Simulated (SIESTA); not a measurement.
## Co under changes of volume

One of the cells (11.324 Å³/atom); the others are scaled copies at fixed shape and fractional positions:

```xyz
6
Lattice="0.0000 3.2387 3.2387 3.2387 0.0000 3.2387 3.2387 3.2387 0.0000" Properties=species:S:1:pos:R:3 pbc="T T T"
Co    0.8097    0.8097    0.8097
Co    0.8097    2.4290    2.4290
Co    2.4290    0.8097    2.4290
Co    2.4290    2.4290    0.8097
Co    3.2387    3.2387    3.2387
Co    4.8580    4.8580    4.8580
```

This isn't the form of Co at room conditions, which is hcp.

| Item | Value |
| --- | --- |
| Program | SIESTA 5.4.2 |
| Functional | PBEsol |
| Potentials or basis | PseudoDojo 0.4 standard (PBEsol files) |
| Basis | DZP (energy shift 0.003 Ry; two zetas on semicore shells) |
| Grid cutoff | 800 Ry |
| Energy shift | 0.003 Ry |
| k mesh | 7 × 7 × 7 |
| Occupations | fermi-dirac, width 0.05 eV |
| Spin | collinear spin, ferromagnetic start |
| Starting moments | [2.0, 2.0, 2.0, 2.0, 2.0, 2.0] μB |

```tsv
volume (Å³/atom)	energy over the lowest point (meV/atom)	pressure (GPa)	moment (μB per cell)
10.435	15.97	11.5	9.66
10.657	4.44	5.6	9.73
10.879	0.00	0.9	9.80
11.324	11.06	-8.5	9.97
11.546	?	?	?
11.768	44.63	-14.5	10.27
```

Problem. What does the run at 11.546 Å³/atom give?

Solution. Energy over the lowest point 26.08 meV/atom; pressure -12.0 GPa; moment 10.10 μB per cell.

Worked out: A Birch-Murnaghan fit of order 3 (a polynomial in V^(-2/3)) to the other rows has its minimum at 10.91 Å³/atom with B0 = V·E''(V) = 235 GPa and B' = 3.2. It gives 25.24 meV/atom at 11.546 Å³/atom, against the run's 26.08, and -dE/dV = -12.2 GPa, against -12.0. A parabola through the other rows of the moment, of slope 0.623 μB per Å³/atom there, gives 10.12 μB, against the run's 10.10.

Energies are extrapolated to zero smearing.

Caveats: short orbitals over semicore shells can move pressures by several GPa; the basis of atomic orbitals isn't converged, which shifts pressures, moduli and gaps.
